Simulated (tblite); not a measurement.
# C3H10BN2Si: the cost of one run

Programs: tblite 0.8.0 and PySCF 2.14.0, with density-fitted response routines of our own. Each step states its level of theory. These are calculated values for one molecule in the gas phase, unless marked as measured. Atoms are numbered from 0 throughout.

### 1 The starting structure

17 atoms, charge 0, multiplicity 2; geometry from: force field or distance geometry start.

Bonds of the start (Å): Si0–C1 1.86, C1–B2 1.58, B2–N3 1.53, N3–C4 1.45, C4–C5 1.50, C5–N6 1.45, N6–B2 1.52, Si0–H7 1.48, Si0–H8 1.48, Si0–H9 1.48, C1–H10 1.09, C1–H11 1.13, C4–H12 1.11, C4–H13 1.10, C5–H14 1.10, C5–H15 1.11, N6–H16 1.06.

### 2 Optimising the geometry with GFN2-xTB

The job: settings as JSON, then the geometry in Å.

```
{"job": {"kind": "relax", "xc": "GFN2-xTB", "basis": "xTB"}, "charge": 0, "multiplicity": 2}
Si    -2.841200    -0.089300     0.187200
C     -1.296100    -1.116100     0.062500
B      0.023000    -0.275800     0.319200
N      0.243900     1.228100     0.186000
C      1.667000     1.335400    -0.091600
C      2.219500    -0.057200    -0.194400
N      1.385600    -0.813300     0.723100
H     -2.864700     0.948300    -0.864600
H     -4.010400    -0.987700     0.096000
H     -2.805300     0.579600     1.506000
H     -1.235600    -1.569700    -0.932100
H     -1.287800    -1.944500     0.830900
H      1.771700     1.832500    -1.081100
H      2.202000     1.976400     0.624200
H      2.012500    -0.424100    -1.215600
H      3.293800    -0.131300     0.061500
H      1.515100    -0.479300     1.721300
```

On the command line:

```console
$ OMP_NUM_THREADS=1 python probes_run.py task.json out
```

One launch serves the whole session: the jobs run in the order shown.

Q: Estimate the wall time and peak memory of this first job on 1 thread of Arm Neoverse V1, shared host.

About 1.3 s, with a peak of 0.17 GiB.
